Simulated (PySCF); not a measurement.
# C₆H₁₀SSi: excited states

What do calculations give for the excited states of C₆H₁₀SSi (`C=CCC(=C=S)[SiH2]C`)?

Programs: PySCF 2.14.0, with routines of our own; each step states its level. All values are computed. Atoms count from 0.

## Step 1: The system as given

18 atoms, charge 0, multiplicity 1; geometry from: GFN2-xTB.

## Step 2: Excited states: TDA CAM-B3LYP/def2-SVP

What the job is given:

```
{"job": {"kind": "states", "xc": "CAM-B3LYP", "basis": "def2-SVP", "tda": true, "soc": true, "nstates": 5, "ntriplets": 4, "nquad": 4}, "charge": 0, "multiplicity": 1}
C      1.542730     1.613856     1.133275
C      1.598825     0.298689     1.035818
C      1.566483    -0.447732    -0.260984
C      0.226310    -1.136243    -0.403869
C     -0.005368    -2.369896    -0.106710
S     -0.422657    -3.847963     0.192830
Si    -1.269651    -0.070601    -0.913091
C     -2.140134     0.585481     0.640051
H      1.500532     2.244610     0.260085
H      1.546326     2.117779     2.084805
H      1.631373    -0.321074     1.922297
H      1.709661     0.239962    -1.095569
H      2.360493    -1.197653    -0.278655
H     -0.712067     1.027756    -1.711623
H     -2.177930    -0.888132    -1.720525
H     -1.465081     1.176154     1.253451
H     -2.986754     1.212920     0.378279
H     -2.511852    -0.231596     1.252559
```

With the program's defaults for keys left out, this is: TDA CAM-B3LYP/def2-SVP excited states, vertical, gas phase, spin-orbit mean-field couplings.

On the command line:

```console
> OMP_NUM_THREADS=1 python excited_run.py task.json out
```

One launch serves the whole session: the jobs run in the order shown.

Standard output:

```text
coarse grid: 15968 points
cycle   1  E = -921.5913841326  dE =  9.685e-01  |g| = 3.965e-01  |ddm| = 4.416e+00
cycle   2  E = -921.5966152773  dE = -5.231e-03  |g| = 4.064e-01  |ddm| = 8.773e-01
cycle   3  E = -921.6369977965  dE = -4.038e-02  |g| = 8.704e-02  |ddm| = 4.485e-01
cycle   4  E = -921.6389000821  dE = -1.902e-03  |g| = 3.685e-02  |ddm| = 1.324e-01
cycle   5  E = -921.6392850318  dE = -3.849e-04  |g| = 1.055e-02  |ddm| = 5.262e-02
cycle   6  E = -921.6393204476  dE = -3.542e-05  |g| = 3.169e-03  |ddm| = 1.612e-02
cycle   7  E = -921.6393259739  dE = -5.526e-06  |g| = 1.595e-03  |ddm| = 6.795e-03
final grid: 144640 points
cycle   8  E = -921.7623581520  dE = -3.320e-05  |g| = 3.628e-03  |ddm| = 2.763e-02
cycle   9  E = -921.7623587136  dE = -5.616e-07  |g| = 3.551e-03  |ddm| = 7.520e-03
cycle  10  E = -921.7623619704  dE = -3.257e-06  |g| = 5.063e-04  |ddm| = 3.680e-03
cycle  11  E = -921.7623620392  dE = -6.880e-08  |g| = 2.904e-04  |ddm| = 8.657e-04
cycle  12  E = -921.7623620689  dE = -2.976e-08  |g| = 6.210e-05  |ddm| = 4.608e-04
cycle  13  E = -921.7623620709  dE = -2.002e-09  |g| = 3.433e-05  |ddm| = 1.258e-04
cycle  14  E = -921.7623620716  dE = -7.192e-10  |g| = 1.640e-05  |ddm| = 9.100e-05
converged SCF energy = -921.7623620716

Singlet excitations
state   eV       nm        f     d(h-e)  d(exc)  Lambda  PR(NTO)  |dmu|/D   mu/D   main configurations
  1   2.6133   474.4   0.00029   0.039   2.662   0.510   1.003    0.139    1.790   H->L 0.98
  2   5.1309   241.6   0.00033   0.183   3.107   0.613   2.020    0.314    1.476   H->L+1 0.39, H-1->L 0.34, H-2->L 0.17
  3   6.0270   205.7   0.02029   0.777   3.024   0.500   1.088    2.241    3.834   H-3->L 0.24, H-5->L 0.22, H-1->L 0.13
  4   6.2745   197.6   0.10249   2.134   4.031   0.554   1.300    6.296    7.836   H-1->L 0.41, H-2->L 0.19, H-3->L 0.10
  5   6.3902   194.0   0.06694   2.543   4.216   0.572   1.267                     H->L+2 0.64, H->L+1 0.20, H-2->L 0.09

Triplet excitations (Tamm-Dancoff)
state   eV     d(h-e)  d(exc)  Lambda  PR(NTO)   main configurations
  1   2.2590   0.035   2.644   0.510   1.005   H->L 0.98
  2   3.8137   0.349   2.513   0.635   1.065   H-2->L 0.54, H-1->L 0.34
  3   4.0239   0.372   2.733   0.632   1.101   H->L+1 0.71, H->L+2 0.13
  4   4.4798   0.080   2.176   0.647   1.108   H-1->L+1 0.36, H-1->L+2 0.24, H-2->L+1 0.10
S1 - T1 = 0.3542 eV

Spin-orbit couplings |<S|Hso|T>| (cm-1)
             T1       T2       T3       T4
S0      117.666    4.233    2.144    6.870
S1        0.049  101.512   60.259    1.680
S2       97.123    2.967    0.707    3.654
S3        9.413   71.502    2.598    3.758
S4       14.477   31.631    4.360    8.736
S5       22.777    4.444    5.825   10.699
T1 sublevels (cm-1): 0.000 0.001 1.443   radiative rates (1/s): 0.262 0.213 3.24
```

Run time: 54 s. Hardware: 1 thread of Arm Neoverse N1, shared host; peak memory 0.77 GiB.

Key values:

| quantity | value |
| --- | --- |
| S1 less T1 | 0.35 eV |

## Step 3: Excited states: TDA revPBE/def2-SVP

Settings changed since step 2:

```diff
@@ -1,2 +1,2 @@
-{"job": {"kind": "states", "xc": "CAM-B3LYP", "basis": "def2-SVP", "tda": true, "soc": true, "nstates": 5, "ntriplets": 4, "nquad": 4}, "charge": 0, "multiplicity": 1}
+{"job": {"kind": "states", "xc": "revPBE", "basis": "def2-SVP", "tda": true, "soc": true, "nstates": 5, "ntriplets": 4, "nquad": 4, "scf": {"conv": 1e-06}}, "charge": 0, "multiplicity": 1}
 C      1.542730     1.613856     1.133275
```

With the program's defaults for keys left out, this is: TDA revPBE/def2-SVP excited states, vertical, gas phase, spin-orbit mean-field couplings.

Standard output:

```text
final grid: 144640 points
cycle   1  E = -921.5971717518  dE =  6.193e-01  |g| = 5.941e-01  |ddm| = 4.605e+00
cycle   2  E = -921.3769369226  dE =  2.202e-01  |g| = 1.029e+00  |ddm| = 1.819e+00
cycle   3  E = -921.6479836097  dE = -2.710e-01  |g| = 3.846e-01  |ddm| = 1.546e+00
cycle   4  E = -921.6964172492  dE = -4.843e-02  |g| = 9.310e-02  |ddm| = 5.636e-01
cycle   5  E = -921.6979742118  dE = -1.557e-03  |g| = 6.138e-02  |ddm| = 1.607e-01
cycle   6  E = -921.6989740721  dE = -9.999e-04  |g| = 1.720e-02  |ddm| = 7.526e-02
cycle   7  E = -921.6990536051  dE = -7.953e-05  |g| = 3.542e-03  |ddm| = 2.482e-02
cycle   8  E = -921.6990572882  dE = -3.683e-06  |g| = 1.648e-03  |ddm| = 6.691e-03
cycle   9  E = -921.6990580033  dE = -7.151e-07  |g| = 5.197e-04  |ddm| = 2.268e-03
converged SCF energy = -921.6990580033

Singlet excitations
state   eV       nm        f     d(h-e)  d(exc)  Lambda  PR(NTO)  |dmu|/D   mu/D   main configurations
  1   2.6272   471.9   0.00093   0.135   2.911   0.515   1.002    0.311    1.912   H->L 1.00
  2   3.9960   310.3   0.00830   3.062   4.463   0.451   1.213    8.111    9.582   H-1->L 0.87, H->L+1 0.10
  3   4.5105   274.9   0.06896   2.669   4.483   0.641   1.324    7.067    5.673   H->L+1 0.66, H->L+2 0.18, H-2->L 0.09
  4   4.9969   248.1   0.00044   0.368   3.570   0.690   2.017    0.888    1.000   H->L+2 0.50, H-2->L 0.40
  5   5.2936   234.2   0.00193   2.357   3.834   0.431   1.066                     H-3->L 0.95

Triplet excitations (Tamm-Dancoff)
state   eV     d(h-e)  d(exc)  Lambda  PR(NTO)   main configurations
  1   2.2811   0.122   2.878   0.515   1.003   H->L 1.00
  2   3.6845   1.234   3.620   0.499   1.272   H-1->L 0.72, H-2->L 0.14, H->L+1 0.10
  3   3.8401   0.861   3.495   0.615   1.274   H->L+1 0.80, H-1->L 0.10
  4   4.1091   1.464   3.560   0.713   1.087   H-2->L 0.76, H-1->L 0.15
S1 - T1 = 0.3462 eV

Spin-orbit couplings |<S|Hso|T>| (cm-1)
             T1       T2       T3       T4
S0      108.581   10.768    3.129   11.857
S1        0.166   59.871   63.938   66.781
S2       34.617    9.030    2.885    7.507
S3       31.437    5.295    8.302    2.958
S4       71.547   12.794    3.364    4.239
S5       17.501   19.359    4.104   25.614
T1 sublevels (cm-1): 0.000 0.001 1.268   radiative rates (1/s): 0.376 0.96 25.4
```

Wall time 47 s (1 thread of Arm Neoverse N1, shared host); peak memory 0.69 GiB.

In short:

| quantity | value |
| --- | --- |
| S1 less T1 | 0.35 eV |

## Step 4: Excited states: TDA mPW1PW91/def2-SVP

Settings changed since step 3:

```diff
@@ -1,2 +1,2 @@
-{"job": {"kind": "states", "xc": "revPBE", "basis": "def2-SVP", "tda": true, "soc": true, "nstates": 5, "ntriplets": 4, "nquad": 4, "scf": {"conv": 1e-06}}, "charge": 0, "multiplicity": 1}
+{"job": {"kind": "states", "xc": "mPW1PW91", "basis": "def2-SVP", "tda": true, "soc": true, "nstates": 5, "ntriplets": 4, "nquad": 4}, "charge": 0, "multiplicity": 1}
 C      1.542730     1.613856     1.133275
```

Method: TDA mPW1PW91/def2-SVP excited states, vertical, gas phase, spin-orbit mean-field couplings.

Standard output:

```text
coarse grid: 15968 points
cycle   1  E = -921.7157607057  dE =  7.917e-01  |g| = 4.277e-01  |ddm| = 4.462e+00
cycle   2  E = -921.6986511996  dE =  1.711e-02  |g| = 5.025e-01  |ddm| = 9.696e-01
cycle   3  E = -921.7626804899  dE = -6.403e-02  |g| = 1.101e-01  |ddm| = 5.741e-01
cycle   4  E = -921.7658358471  dE = -3.155e-03  |g| = 3.544e-02  |ddm| = 1.681e-01
cycle   5  E = -921.7661392087  dE = -3.034e-04  |g| = 1.261e-02  |ddm| = 4.625e-02
cycle   6  E = -921.7661773062  dE = -3.810e-05  |g| = 5.360e-03  |ddm| = 1.829e-02
cycle   7  E = -921.7661856588  dE = -8.353e-06  |g| = 1.218e-03  |ddm| = 7.718e-03
final grid: 144640 points
cycle   8  E = -921.8742626863  dE = -2.071e-05  |g| = 8.659e-03  |ddm| = 4.670e-02
cycle   9  E = -921.8741997995  dE =  6.289e-05  |g| = 1.654e-02  |ddm| = 2.837e-02
cycle  10  E = -921.8742831790  dE = -8.338e-05  |g| = 2.441e-03  |ddm| = 2.088e-02
cycle  11  E = -921.8742848973  dE = -1.718e-06  |g| = 1.843e-04  |ddm| = 2.675e-03
cycle  12  E = -921.8742849024  dE = -5.066e-09  |g| = 1.416e-04  |ddm| = 3.751e-04
cycle  13  E = -921.8742849074  dE = -5.033e-09  |g| = 3.757e-05  |ddm| = 1.665e-04
cycle  14  E = -921.8742849078  dE = -3.897e-10  |g| = 9.845e-06  |ddm| = 6.155e-05
converged SCF energy = -921.8742849078

Singlet excitations
state   eV       nm        f     d(h-e)  d(exc)  Lambda  PR(NTO)  |dmu|/D   mu/D   main configurations
  1   2.6692   464.5   0.00046   0.079   2.766   0.512   1.002    0.220    1.968   H->L 0.99
  2   4.8335   256.5   0.00185   1.243   3.847   0.525   1.755    3.677    5.309   H-1->L 0.66, H->L+1 0.29
  3   5.3430   232.0   0.06730   1.356   4.116   0.651   1.790    3.903    5.524   H-2->L 0.41, H->L+1 0.30, H-1->L 0.25
  4   5.6887   217.9   0.04322   2.622   4.228   0.613   1.324    7.449    5.816   H->L+2 0.72, H->L+1 0.12, H-2->L 0.12
  5   5.9200   209.4   0.00150   0.564   2.911   0.436   1.050                     H-3->L 0.56, H-5->L 0.22, H-7->L 0.08

Triplet excitations (Tamm-Dancoff)
state   eV     d(h-e)  d(exc)  Lambda  PR(NTO)   main configurations
  1   2.3006   0.075   2.741   0.512   1.004   H->L 0.99
  2   3.8064   0.280   2.699   0.639   1.217   H-2->L 0.52, H-1->L 0.32
  3   3.9675   0.458   2.866   0.654   1.263   H->L+1 0.70, H->L+2 0.13
  4   4.3737   0.289   2.472   0.658   1.223   H-1->L+1 0.39, H-1->L+2 0.20, H->L+2 0.10
S1 - T1 = 0.3685 eV

Spin-orbit couplings |<S|Hso|T>| (cm-1)
             T1       T2       T3       T4
S0      111.144    4.399    2.727    9.639
S1        0.072   87.243   72.639    3.084
S2       72.329    7.569    0.985    6.601
S3       49.237   17.468    5.515    3.851
S4       35.378    8.842    4.983    9.033
S5        8.994   67.150    9.358   14.448
T1 sublevels (cm-1): 0.000 0.001 1.317   radiative rates (1/s): 0.178 0.216 15.5
```

It took 43 s on 1 thread of Arm Neoverse N1, shared host; peak memory 0.72 GiB.

Key values:

| quantity | value |
| --- | --- |
| S1 less T1 | 0.37 eV |

## Step 5: Excited states: TDA CAM-B3LYP/6-31G

Settings changed since step 4:

```diff
@@ -1,2 +1,2 @@
-{"job": {"kind": "states", "xc": "mPW1PW91", "basis": "def2-SVP", "tda": true, "soc": true, "nstates": 5, "ntriplets": 4, "nquad": 4}, "charge": 0, "multiplicity": 1}
+{"job": {"kind": "states", "xc": "CAM-B3LYP", "basis": "6-31G", "tda": true, "soc": true, "nstates": 1, "ntriplets": 4, "nquad": 4}, "charge": 0, "multiplicity": 1}
 C      1.542730     1.613856     1.133275
```

Method: TDA CAM-B3LYP/6-31G excited states, vertical, gas phase, spin-orbit mean-field couplings.

Standard output:

```text
coarse grid: 15968 points
cycle   1  E = -922.0177530142  dE =  1.161e+00  |g| = 4.233e-01  |ddm| = 3.987e+00
cycle   2  E = -922.0119887709  dE =  5.764e-03  |g| = 4.854e-01  |ddm| = 1.076e+00
cycle   3  E = -922.0729218024  dE = -6.093e-02  |g| = 8.226e-02  |ddm| = 5.507e-01
cycle   4  E = -922.0747201965  dE = -1.798e-03  |g| = 3.293e-02  |ddm| = 1.270e-01
cycle   5  E = -922.0750354063  dE = -3.152e-04  |g| = 1.148e-02  |ddm| = 5.297e-02
cycle   6  E = -922.0750787308  dE = -4.332e-05  |g| = 2.757e-03  |ddm| = 1.705e-02
cycle   7  E = -922.0750829153  dE = -4.185e-06  |g| = 1.407e-03  |ddm| = 6.029e-03
final grid: 144640 points
cycle   8  E = -921.9871328144  dE = -1.071e-05  |g| = 3.815e-03  |ddm| = 1.681e-02
cycle   9  E = -921.9871331146  dE = -3.002e-07  |g| = 3.869e-03  |ddm| = 7.628e-03
cycle  10  E = -921.9871370966  dE = -3.982e-06  |g| = 5.638e-04  |ddm| = 3.992e-03
cycle  11  E = -921.9871371943  dE = -9.765e-08  |g| = 1.965e-04  |ddm| = 8.730e-04
cycle  12  E = -921.9871372104  dE = -1.615e-08  |g| = 6.701e-05  |ddm| = 3.932e-04
cycle  13  E = -921.9871372125  dE = -2.075e-09  |g| = 2.607e-05  |ddm| = 1.384e-04
cycle  14  E = -921.9871372128  dE = -3.222e-10  |g| = 1.144e-05  |ddm| = 5.433e-05
converged SCF energy = -921.9871372128

Singlet excitations
state   eV       nm        f     d(h-e)  d(exc)  Lambda  PR(NTO)  |dmu|/D   mu/D   main configurations
  1   2.6384   469.9   0.00028   0.040   2.681   0.503   1.002    0.153    2.522   H->L 0.98

Triplet excitations (Tamm-Dancoff)
state   eV     d(h-e)  d(exc)  Lambda  PR(NTO)   main configurations
  1   2.3119   0.035   2.667   0.503   1.002   H->L 0.98
  2   3.9930   0.438   2.557   0.645   1.025   H-2->L 0.59, H-1->L 0.30
  3   4.1989   0.379   2.710   0.636   1.099   H->L+1 0.72, H->L+2 0.10
  4   4.5272   0.088   2.164   0.632   1.184   H-1->L+1 0.36, H-1->L+2 0.23
S1 - T1 = 0.3265 eV

Spin-orbit couplings |<S|Hso|T>| (cm-1)
             T1       T2       T3       T4
S0      117.951    4.774    2.195    6.694
S1        0.187  109.215   47.994    0.945
T1 sublevels (cm-1): 0.000 0.002 1.796   radiative rates (1/s): 0.00156 0.0036 2.44
```

Run time: 26 s. Hardware: 1 thread of Arm Neoverse N1, shared host; peak memory 0.58 GiB.

From this job:

| quantity | value |
| --- | --- |
| S1 less T1 | 0.33 eV |

## Step 6: Excited states: TDA X3LYP/6-31G

Settings changed since step 5:

```diff
@@ -1,2 +1,2 @@
-{"job": {"kind": "states", "xc": "CAM-B3LYP", "basis": "6-31G", "tda": true, "soc": true, "nstates": 1, "ntriplets": 4, "nquad": 4}, "charge": 0, "multiplicity": 1}
+{"job": {"kind": "states", "xc": "X3LYP", "basis": "6-31G", "tda": true, "soc": true, "nstates": 5, "ntriplets": 4, "nquad": 4, "frozen_core": false}, "charge": 0, "multiplicity": 1}
 C      1.542730     1.613856     1.133275
```

Level: TDA X3LYP/6-31G excited states, vertical, gas phase, spin-orbit mean-field couplings.

Standard output:

```text
coarse grid: 15968 points
cycle   1  E = -921.9720512481  dE =  9.612e-01  |g| = 4.988e-01  |ddm| = 4.073e+00
cycle   2  E = -921.9242734317  dE =  4.778e-02  |g| = 6.547e-01  |ddm| = 1.223e+00
cycle   3  E = -922.0367692873  dE = -1.125e-01  |g| = 1.346e-01  |ddm| = 7.542e-01
cycle   4  E = -922.0418765114  dE = -5.107e-03  |g| = 2.928e-02  |ddm| = 1.843e-01
cycle   5  E = -922.0420816905  dE = -2.052e-04  |g| = 1.073e-02  |ddm| = 4.263e-02
cycle   6  E = -922.0421177993  dE = -3.611e-05  |g| = 3.265e-03  |ddm| = 1.803e-02
cycle   7  E = -922.0421204918  dE = -2.693e-06  |g| = 1.466e-03  |ddm| = 5.657e-03
final grid: 144640 points
cycle   8  E = -921.9546716120  dE = -1.639e-05  |g| = 5.246e-03  |ddm| = 2.694e-02
cycle   9  E = -921.9546685900  dE =  3.022e-06  |g| = 6.268e-03  |ddm| = 1.167e-02
cycle  10  E = -921.9546791808  dE = -1.059e-05  |g| = 7.794e-04  |ddm| = 6.476e-03
cycle  11  E = -921.9546793322  dE = -1.514e-07  |g| = 3.120e-04  |ddm| = 1.242e-03
cycle  12  E = -921.9546793643  dE = -3.210e-08  |g| = 6.099e-05  |ddm| = 4.864e-04
cycle  13  E = -921.9546793654  dE = -1.070e-09  |g| = 1.840e-05  |ddm| = 8.965e-05
cycle  14  E = -921.9546793655  dE = -9.572e-11  |g| = 7.834e-06  |ddm| = 3.329e-05
converged SCF energy = -921.9546793655

Singlet excitations
state   eV       nm        f     d(h-e)  d(exc)  Lambda  PR(NTO)  |dmu|/D   mu/D   main configurations
  1   2.6711   464.2   0.00049   0.050   2.780   0.504   1.001    0.210    2.501   H->L 0.99
  2   4.8057   258.0   0.01162   2.413   4.181   0.444   1.366    7.177    9.372   H-1->L 0.83, H->L+1 0.15
  3   5.3547   231.5   0.06821   0.376   3.998   0.670   2.023    0.981    1.590   H->L+1 0.52, H-2->L 0.33, H-1->L 0.10
  4   5.6575   219.2   0.02038   2.104   4.114   0.606   1.461    5.809    3.428   H->L+2 0.74, H-2->L 0.17
  5   5.9889   207.0   0.00189   0.537   2.948   0.455   1.040                     H-3->L 0.63, H-5->L 0.14, H-4->L 0.11

Triplet excitations (Tamm-Dancoff)
state   eV     d(h-e)  d(exc)  Lambda  PR(NTO)   main configurations
  1   2.3566   0.047   2.763   0.504   1.002   H->L 0.99
  2   4.0235   0.215   2.841   0.622   1.138   H-2->L 0.52, H-1->L 0.37
  3   4.1681   0.566   2.917   0.638   1.202   H->L+1 0.71, H->L+2 0.13
  4   4.5063   0.539   2.705   0.646   1.383   H-1->L+1 0.36, H-2->L 0.14, H-1->L 0.14
S1 - T1 = 0.3146 eV

Spin-orbit couplings |<S|Hso|T>| (cm-1)
             T1       T2       T3       T4
S0      113.744    5.962    3.024   10.948
S1        0.160   93.595   65.994   12.840
S2       52.885   11.201    1.248    5.592
S3       56.661   13.702    5.144    3.465
S4       42.299   11.115    4.907    7.842
S5        8.507   69.789    8.207   23.384
T1 sublevels (cm-1): 0.000 0.001 1.326   radiative rates (1/s): 0.265 0.338 7.49
```

Run time: 30 s. Hardware: 1 thread of Arm Neoverse N1, shared host; peak memory 0.66 GiB.

In short:

| quantity | value |
| --- | --- |
| S1 less T1 | 0.31 eV |

[end of part 1 of 2]
